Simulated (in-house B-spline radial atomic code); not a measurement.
# V¹⁰⁺: ionisation energy by several methods

Wanted: one ionisation energy, V¹⁰⁺ to configuration [Ne] 3s2, up the ladder of functionals.

Method: scalar-relativistic (X2C), several functionals, spin-polarised, exact exchange averaged over the configuration; spherical all-electron atom at the radial basis limit. Code: in-house B-spline radial atomic code version 1.

### Step 1. Starting point

| Item | Value |
| --- | --- |
| element | vanadium (Z = 23) |
| charge | +10 |
| electrons | 13 |
| configuration | [Ne] 3s2 3p1 |
| nucleus | Fermi, rms radius 3.600 fm |

Outer shells as boxes (Hund's rule):

[Ne] 3s2 3p1
```
[Ne] core
3s [↑↓]
3p [↑ ][  ][  ]
```

Where spins are not typed, each open shell is filled with up spins first.

### Step 2. ωB97X, a range-separated hybrid

Input settings:

```ini
Z = 23
electrons = 13.0
configuration = [Ne] 3s2 3p1
hamiltonian = x2c
method = wb97x
spin_polarised = True
nucleus = fermi
rms_radius = 3.6002
mass_number = 51
atomic_mass = 50.943957664
speed_of_light = 137.035999084
exact_exchange = averaged over the configuration
```

Run with:

```bash
$ python run_scf.py task.json out
```

The settings of every run stand in task.json; they run in order.

### Step 3. B97-1, a global hybrid

The settings differ from step 2 so:

```diff
@@ -4,3 +4,3 @@
 hamiltonian = x2c
-method = wb97x
+method = b97_1
 spin_polarised = True
```

### Step 4. BHandHLYP, a global hybrid

The settings differ from step 3 so:

```diff
@@ -4,3 +4,3 @@
 hamiltonian = x2c
-method = b97_1
+method = bhandhlyp
 spin_polarised = True
```

### Step 5. PBE0, a global hybrid

The settings differ from step 4 so:

```diff
@@ -4,3 +4,3 @@
 hamiltonian = x2c
-method = bhandhlyp
+method = pbe0
 spin_polarised = True
```

### Step 6. M06-2X, a global hybrid

The settings differ from step 5 so:

```diff
@@ -4,3 +4,3 @@
 hamiltonian = x2c
-method = pbe0
+method = m062x
 spin_polarised = True
```

Q: The tabulated ionisation energy is 254.8 ± 0.4 eV (semi-empirical; NIST Atomic Spectra Database). What does each method give, and which comes nearest?

The runs gave:

| method | rung | total energy (hartree) | ΔSCF (eV) | −ε highest (eV) | ΔSCF less tabulated (eV) |
| --- | --- | --- | --- | --- | --- |
| B97-1 | global hybrid | -910.5354 | 255.11 | 245.18 (3p up) | +0.31 |
| BHandHLYP | global hybrid | -910.6368 | 255.21 | 248.95 (3p up) | +0.41 |
| PBE0 | global hybrid | -910.3985 | 255.13 | 245.69 (3p up) | +0.33 |
| M06-2X | global hybrid | -910.6780 | 255.75 | 249.75 (3p up) | +0.95 |
| ωB97X | range-separated hybrid | -910.6623 | 255.12 | 248.16 (3p up) | +0.32 |

What this shows: Against the tabulated ionisation energy, 254.8 ± 0.4 eV (semi-empirical; NIST Atomic Spectra Database), the best here is B97-1 (+0.31 eV) and the worst M06-2X (+0.95 eV, or 0.37 %). Relativistic terms that these runs lack can be as large as the gaps between close methods, so the nearest may be so by luck. Open shells are averaged (over orientations, and over spins where the run is restricted), while tables refer to the lowest levels.
